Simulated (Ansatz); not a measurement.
BPd4:

```xyz
5
Lattice="2.8920 0.0000 0.0000 0.0000 4.3650 0.0000 0.0000 0.0000 5.8563" Properties=species:S:1:pos:R:3 pbc="T T T"
Pd    1.4460    0.0000    1.1571
Pd    0.0000    0.0000    3.6278
Pd    0.0000    2.1825    1.9277
Pd    1.4460    2.1825    5.0807
B     1.4460    0.0000    5.0553
```

The cell comes from a database or a generator and needn't be the stable form of this composition.

Base run:

- Program: Ansatz 0.2.0
- Functional: LDA
- Potentials or basis: Ansatz PAW
- Cutoff: 420 eV
- Density cutoff: 1680 eV
- k mesh: 9 × 6 × 5
- Occupations: fermi-dirac, width 0.05 eV
- Spin: no spin polarisation

Its results: band gap on the k mesh none (metal or under the smearing width); pressure -13.3 GPa; largest force 0.228 eV/Å.

**Question.** The run is repeated on the same cell with these changes: functional from LDA to BLYP. What comes out?

**Answer.** Band gap on the k mesh none (metal or under the smearing width); pressure 7.2 GPa; largest force 0.312 eV/Å.

BLYP binds less tightly than LDA, so the same cell stands under more pressure.

Caveats: the PAW data sets come from PBE, with cores solved anew for the run's functional, which leaves a small shift of forces and pressure; the density of states is complete only up to the lowest level of the last band computed; the potentials were made for another functional, which shifts forces and pressure (some runs).

Not every run made on this cell is shown here.
